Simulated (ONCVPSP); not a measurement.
# N: the cost of one run

Method: ONCVPSP 4.0.1.1 (patched build), LDA (Perdew-Wang 92), scalar-relativistic.

## (1) Starting point

The settings as typed:

- element: nitrogen (N, Z = 7)
- type: optimised norm-conserving Vanderbilt (ONCV)
- frozen core: [He]
- valence charge: 5
- reference configuration: 2s2 (charge +3)
- partial waves: 2s: rc 0.90 bohr, ncon 4, nbas 9, qcut 6.7 1/bohr, 2 projectors, debl 3.6 Ha; p scattering state at 0.24 Ha: rc 0.80 bohr, ncon 5, nbas 8, qcut 8.3 1/bohr, 2 projectors, debl 1 Ha
- local potential: polynomial inside 0.65 bohr (lpopt 5, dvloc0 0 Ha)
- core correction: Teter function, fcfact 4.25, rcfact 1.15

## (2) Generation

N.dat

```
# ATOM AND REFERENCE CONFIGURATION
# atsym  z   nc   nv     iexc    psfile
  N 7.00    1    1  -001012      upf
#
#   n    l    f
    1    0    2.00
    2    0    2.00
#
# PSEUDOPOTENTIAL AND OPTIMIZATION
# lmax
    1
#
#   l,   rc,      ep,       ncon, nbas, qcut
    0    0.90    0.00    4    9    6.70
    1    0.80    0.24    5    8    8.30
#
# LOCAL POTENTIAL
# lloc, lpopt,  rc(5),   dvloc0
    4    5    0.65    0.00
#
# VANDERBILT-KLEINMAN-BYLANDER PROJECTORs
# l, nproj, debl
    0    2    3.60
    1    2    1.00
#
# MODEL CORE CHARGE
# icmod, fcfact, rcfact
    3    4.25    1.15
#
# LOG DERIVATIVE ANALYSIS
# epsh1, epsh2, depsh
   -4.00    5.00    0.02
#
# OUTPUT GRID
# rlmax, drl
    6.00    0.01
#
# TEST CONFIGURATIONS
# ncnf
    4
# nvcnf
#   n    l    f
    2
    2    0    2.00
    2    1    3.00
#
    2
    2    0    2.00
    2    1    2.00
#
    2
    2    0    2.00
    2    1    1.00
#
    2
    2    0    2.00
    2    1    2.50
#
```

Run with:

```sh
oncvpsp.x < N.dat > N.out
```

**Question.** How long does this run take on 1 thread of Neoverse-N1, shared host?

About 4.8 s.
